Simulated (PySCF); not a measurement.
# WNBr: relaxation and vibrations of the triplet

Aim: relax WNBr as a triplet from a PBE minimum start, check by its vibrations whether the end is a minimum, and collect its spectrum and constants.

Computed with PySCF 2.14.0. Level: PBE, basis W def2-SVP with ECP60, N def2-SVP, Br def2-SVP, scalar-relativistic core potentials, no spin–orbit coupling, density fitting.

## Step 1: Where the work starts

3 atoms, charge 0, spin multiplicity 3.

Bond lengths: W1–N2 1.675 Å, W1–Br3 2.436 Å. Angles: N2–W1–Br3 106.9°.

```xyz
3
charge 0 multiplicity 3
W     0.0000   -0.6746    0.0000
N    -1.6494   -0.9658    0.0000
Br    0.2927    1.7438    0.0000
```

## Step 2: The SCF at the typed geometry

The steps below are one call of a driver around PySCF. For each, scf.py gives the equivalent set-up of the SCF; relaxations use the driver's own optimiser. After this first run the driver tries any further starts and a stability analysis.

The input, scf.py:

```python
from pyscf import gto, scf, dft
mol = gto.M(atom='''
W      0.000000    -0.674590    -0.000000
N     -1.649420    -0.965760     0.000000
Br     0.292670     1.743760     0.000000''',
    basis={'W': 'def2-SVP', 'N': 'def2-SVP', 'Br': 'def2-SVP'},
    ecp={'W': 'def2-SVP'},
    charge=0, spin=2)
mf = dft.UKS(mol, xc='PBE')
mf.grids.atom_grid = (50, 194)
aux = {'W': 'def2-universal-JKFIT', 'N': 'def2-universal-JKFIT', 'Br': 'def2-universal-JKFIT'}
mf = mf.density_fit(auxbasis=aux)
mf.conv_tol = 1e-08
mf.diis_space = 10
mf.max_cycle = 60
mf.init_guess = 'minao'
mf.verbose = 4
mf.kernel()
```

On the command line:

```
OMP_NUM_THREADS=2 python axn.py task.json out
```

The program printed:

```text
init E= -2682.10464313712
[... the frontier-level lines of each cycle are left out ...]
cycle= 1 E= -2695.02545136401  delta_E= -12.9  |g|= 0.628  |ddm|= 5.06
cycle= 2 E= -2691.07538957557  delta_E= 3.95  |g|= 2.29  |ddm|= 2.76
cycle= 3 E= -2695.07542149381  delta_E=   -4  |g|= 0.515  |ddm|= 2.58
cycle= 4 E= -2695.169489113  delta_E= -0.0941  |g|= 0.296  |ddm|= 0.941
cycle= 5 E= -2695.20865911103  delta_E= -0.0392  |g|= 0.147  |ddm|= 0.527
cycle= 6 E= -2695.2220159527  delta_E= -0.0134  |g|= 0.0303  |ddm|= 0.23
cycle= 7 E= -2695.22234431378  delta_E= -0.000328  |g|= 0.0132  |ddm|= 0.0312
cycle= 8 E= -2695.2224345971  delta_E= -9.03e-05  |g|= 0.0024  |ddm|= 0.0131
cycle= 9 E= -2695.22244053192  delta_E= -5.93e-06  |g|= 0.00147  |ddm|= 0.00549
cycle= 10 E= -2695.22244330863  delta_E= -2.78e-06  |g|= 0.000281  |ddm|= 0.00411
cycle= 11 E= -2695.2224434372  delta_E= -1.29e-07  |g|= 0.000191  |ddm|= 0.00112
cycle= 12 E= -2695.2224434536  delta_E= -1.64e-08  |g|= 8.06e-05  |ddm|= 0.000213
cycle= 13 E= -2695.22244345718  delta_E= -3.58e-09  |g|= 6.79e-06  |ddm|= 0.000102
Extra cycle  E= -2695.22244345705  delta_E= 1.31e-10  |g|= 1.84e-05  |ddm|= 2.87e-05
converged SCF energy = -2695.22244345705  <S^2> = 2.0261806  2S+1 = 3.0174033
```

This step, with its further starts and checks, ran for 15 s (2 threads of Arm Neoverse V1, shared host).

Energies from each starting density:

| start | energy (Eh) |
| --- | --- |
| the minimal-basis guess | -2695.222443 |
| a thermally smeared density | -2695.222443 |
| a smeared PBE density | -2695.222443 |

The test of internal stability and the other starts found no lower solution of this spin.

## Step 3: PBE minimum start, triplet: relaxation

The program finds Cs symmetry in the start, which this walk keeps. The walk stops when the largest gradient is under 0.0003 Eh/bohr and the energy has settled too.

scf.py: that of step 2 with these lines changed.

```diff
@@ -3,3 +3,3 @@
-W      0.000000    -0.674590    -0.000000
-N     -1.649420    -0.965760     0.000000
-Br     0.292670     1.743760     0.000000''',
+W     -0.000000    -0.674588     0.000000
+N     -1.649420    -0.965758     0.000000
+Br     0.292670     1.743762     0.000000''',
@@ -16 +15,0 @@
-mf.init_guess = 'minao'
```

Energy and gradient, step by step:

```
step   energy (Eh)  change (kJ/mol)  largest symmetric gradient (Eh/bohr)
   0  -2695.222443             0.00                               0.00012
```

The walk took 3 s.

Geometry (Å) and forces (eV/Å) at some steps:

```
step 0
W    0.000  -0.675   0.000   0.001  -0.005   0.000
N   -1.649  -0.966   0.000   0.003   0.007   0.000
Br   0.293   1.744   0.000  -0.004  -0.002   0.000
```

End point (Cs, 0 steps, 0.0 kJ/mol gained): W–Br 2.436 Å, W–N 1.675 Å; Br–W–N 106.9°.

## Step 4: Vibrations and properties at this point

The point is checked on the finer grid, and tightened if its gradient asks for it. The Hessian and the dipole derivatives come from central differences of analytic gradients, with steps of 0.02 bohr.

scf.py: that of step 3 with these lines changed.

```diff
@@ -10 +10 @@
-mf.grids.atom_grid = (50, 194)
+mf.grids.atom_grid = (75, 302)
@@ -13 +13 @@
-mf.conv_tol = 1e-08
+mf.conv_tol = 1e-10
```

This SCF starts from the last density.

Log of the central SCF (cycles and frontier levels):

```text
init E= -2695.22254497867
[... the frontier-level lines of each cycle are left out ...]
cycle= 1 E= -2695.22254497861  delta_E= 6.28e-11  |g|= 1.15e-05  |ddm|= 1.76e-05
cycle= 2 E= -2695.22254497736  delta_E= 1.24e-09  |g|= 5.29e-05  |ddm|= 5.48e-05
cycle= 3 E= -2695.22254497859  delta_E= -1.22e-09  |g|= 1.27e-05  |ddm|= 4.3e-05
cycle= 4 E= -2695.22254497868  delta_E= -9e-11  |g|= 5.47e-07  |ddm|= 1.46e-05
Extra cycle  E= -2695.22254497867  delta_E= 4.55e-12  |g|= 1.32e-06  |ddm|= 2.48e-06
converged SCF energy = -2695.22254497867  <S^2> = 2.0261839  2S+1 = 3.0174054
```

The whole step took 40 s.

Geometry: Cs; W–Br 2.436 Å, W–N 1.675 Å; Br–W–N 106.9°.

Modes, for the most abundant isotopes:

| symmetry | ω (cm⁻¹) | IR (km/mol) | type |
| --- | --- | --- | --- |
| a' | 196 | 4.8 | bend |
| a' | 262 | 21.5 | mixed |
| a' | 1098 | 43.7 | stretch |

No imaginary mode, so this is a minimum.

Constants and moments:

| Property | Result |
| --- | --- |
| Dipole moment | 3.90 D |
| Highest occupied level | -5.21 eV |
| Lowest empty level | -4.20 eV |
| Rotational constants | 0.5267, 0.04822, 0.04418 cm⁻¹ |
| Zero-point energy | 9.3 kJ/mol |
| Principal polarisabilities | 56.3, 59.0, 81.0 bohr³ |
| Atomisation energy without zero-point energy | 1077 kJ/mol |
| Principal traceless quadrupole moments about the centre of mass | -8.46, 0.75, 7.71 D Å |
| Entropy at 298.15 K and 1 bar (electronic part: spin only) | 316.4 J/(mol K) |
| Heat capacity Cp at 298.15 K | 49.5 J/(mol K) |
| Enthalpy at 298.15 K above 0 K | 12.71 kJ/mol |
| Rotational symmetry number | 1 |
| Spin squared ⟨S²⟩ | 2.026 |

Charges (e) and bond orders:

```
atom  Mulliken  Löwdin  polar tensor  spin (Mulliken)  Mayer order to W1
  W1      0.38   -0.13          0.90             2.23                  –
  N2     -0.18   -0.01         -0.51            -0.24               2.94
 Br3     -0.21    0.14         -0.40             0.01               1.24
```

Mulliken populations on W1 (outside its core potential): s 2.78, p 6.25, d 4.53, f 0.06.

## Step 5: Summary of results

| quantity | value |
| --- | --- |
| minimum | triplet, Cs |
| geometry | W–Br 2.436 Å, W–N 1.675 Å; Br–W–N 106.9° |
| wavenumbers (cm⁻¹) | 196 (a'), 262 (a'), 1098 (a') |
| dipole moment | 3.90 D |
| highest occupied, lowest empty level (either spin) | -5.21, -4.20 eV |
| polar-tensor charge of W1 | +0.90 e |
| zero-point energy | 9.3 kJ/mol |
| entropy at 298.15 K | 316.4 J/(mol K) |
| atomisation energy (no zero-point energy) | 1077 kJ/mol |
| ⟨S²⟩ | 2.026 |

**Reading.** The molecule stays Cs, as typed, and the end point is a minimum. The strongest infrared band lies at 1098 cm⁻¹ (a', stretch). Most of the spin sits on W1 (Mulliken spin 2.23, against 2 for the whole molecule). Only this shape and spin were tried, so other structures or states may lie lower. One determinant may miss the lowest occupation of an open d or f shell. Spin–orbit coupling, left out here, can matter for elements this heavy.

The search up to here took 58 s.
